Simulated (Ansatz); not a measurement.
# ClF2HOSW: small, medium and large basis sets

An exercise on one series of results from a longer session: the logs are not shown, and one member is left open.

Program: Ansatz 0.2.0, Gaussian basis. Level of theory: one geometry, several basis sets. These are calculated values, not measurements.

Levels to be run: PBE0-D4/def2-SVP; ωB97M-V/def2-SVP; PBE0-D4/def2-QZVPP; ωB97M-V/def2-QZVPP; the functionals' def2-TZVPP values are taken from earlier runs.

## Structure used throughout

An earlier PBE0-D4 in a triple-zeta def2 set relaxation fixed the geometry. W takes the def2 core potential; no spin-orbit term is included.

7 atoms, charge 0, spin multiplicity 1.

Atoms are counted from 1 here; the program's logs count them from 0.

Bond lengths: O1–W2 1.856 Å, O1–H7 0.962 Å, W2–F3 1.914 Å, W2–F4 1.843 Å, W2–S5 2.138 Å, W2–Cl6 2.253 Å. Angles: W2–O1–H7 118.9°, O1–W2–F3 83.5°, O1–W2–F4 120.7°, O1–W2–S5 97.2°, O1–W2–Cl6 114.5°, F3–W2–F4 82.2°, F3–W2–S5 176.6°, F3–W2–Cl6 86.1°, F4–W2–S5 94.6°, F4–W2–Cl6 121.4°, S5–W2–Cl6 96.6°.

The first run:

in.yaml reads:

```yaml
crystal:
  periodic: [false, false, false]
  atoms:
    - {symbol: O, position_ang: [-0.749975, -0.389620, -1.287552]}
    - {symbol: W, position_ang: [0.129653, -0.008371, 0.301633]}
    - {symbol: F, position_ang: [-1.485239, -0.657570, 1.096908]}
    - {symbol: F, position_ang: [0.873990, -1.357247, 1.312964]}
    - {symbol: S, position_ang: [1.987121, 0.605188, -0.560064]}
    - {symbol: Cl, position_ang: [-0.403555, 1.983309, 1.210495]}
    - {symbol: H, position_ang: [-0.290696, -0.243788, -2.120084]}
basis:
  gaussian: {orbitals: def2-SVP}
hamiltonian: {xc: pbe0, dispersion: d4}
output: {orbitals: {seedname: orbitals}}
```

Launch:

```console
$ ansatz run in.yaml --threads 4 --pin off --events-out ev --progress --plain --max-ram 10444MiB
```

Steps of the session up to this table: PBE0-D4 in def2-SVP; ωB97M-V in def2-SVP; PBE0-D4 in def2-QZVPP; ωB97M-V in def2-QZVPP.

One table of the session follows, with a row left open; its other results are not shown here.

It belongs to the step «Density functionals: the series». 

| functional | basis | HOMO (eV) | LUMO (eV) |
| --- | --- | --- | --- |
| PBE0-D4 | def2-SVP | -8.67 | -3.70 |
| PBE0-D4 | def2-TZVPP | -8.57 | -3.64 |
| PBE0-D4 | def2-QZVPP | -8.59 | -3.66 |
| ωB97M-V | def2-SVP | ? | ? |
| ωB97M-V | def2-TZVPP | -10.64 | -1.64 |
| ωB97M-V | def2-QZVPP | -10.66 | -1.69 |

Q: Estimate the row for ωB97M-V, def2-SVP from the others.

The run gave: HOMO (eV): -10.71; LUMO (eV): -1.66. In the column «HOMO (eV)» it is the lowest.
